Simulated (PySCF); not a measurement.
# C4H7BSi: electronic excitations

What electronic excitations should C4H7BSi (`BC1=C[SiH2]C=C1`) show?

The runs use PySCF 2.14.0, with density-fitted response routines of our own; the level of theory stands in each step. All values are computed, except where a source is named. Atoms are numbered from 0 throughout.

### 1 The starting structure

13 atoms, charge 0, multiplicity 1; geometry from: GFN2-xTB.

Bonds of the start (Å): B0–C1 1.54, C1–C2 1.36, C2–Si3 1.89, Si3–C4 1.88, C4–C5 1.34, C5–C1 1.47, B0–H6 1.17, B0–H7 1.17, C2–H8 1.08, Si3–H9 1.46, Si3–H10 1.46, C4–H11 1.08, C5–H12 1.08.

### 2 Excited states and response: PBE0/def2-SVPD

The job: settings as JSON, then the geometry in Å.

```
{"job": {"kind": "uv", "xc": "PBE0", "basis": "def2-SVPD", "nstates": 8, "ntriplets": 3}, "charge": 0, "multiplicity": 1}
B      2.339093     0.166755     0.066677
C      0.801309     0.042451     0.022391
C      0.134023    -1.139040    -0.023399
Si    -1.734399    -0.867730    -0.069332
C     -1.411776     0.985761    -0.017935
C     -0.094520     1.211847     0.024475
H      2.854591     1.217385     0.100773
H      2.997397    -0.800834     0.066629
H      0.663070    -2.078331    -0.030062
H     -2.416229    -1.390374     1.115615
H     -2.348425    -1.334645    -1.313109
H     -2.132490     1.787461    -0.019541
H      0.343969     2.199779     0.059088
```

Level: TDDFT PBE0/def2-SVPD, vertical, gas phase, core orbitals frozen in the response.

On the command line:

```console
$ OMP_NUM_THREADS=1 python probes_run.py task.json out
```

One launch serves the whole session: the jobs run in the order shown.

What will the session give for the following? lowest singlet (PBE0/def2-SVPD); brightest single state of those computed; lowest triplet. Wanted: lowest singlet; brightest single state of those computed; lowest triplet.

The runs gave:

| quantity | value |
| --- | --- |
| lowest singlet (PBE0/def2-SVPD) | 3.61 eV (343 nm), f = 0.022 |
| brightest single state of those computed | state 6, 6.02 eV, f = 0.401 |
| lowest triplet | 2.20 eV |

What this shows: The lowest singlet, at 3.61 eV, is HOMO→LUMO 0.98 and is weak; of the 8 states computed, the strongest absorption comes from state 6 at 6.02 eV. The lowest triplet lies 1.41 eV below the lowest singlet (triplets in Tamm-Dancoff, singlets in full TDDFT).
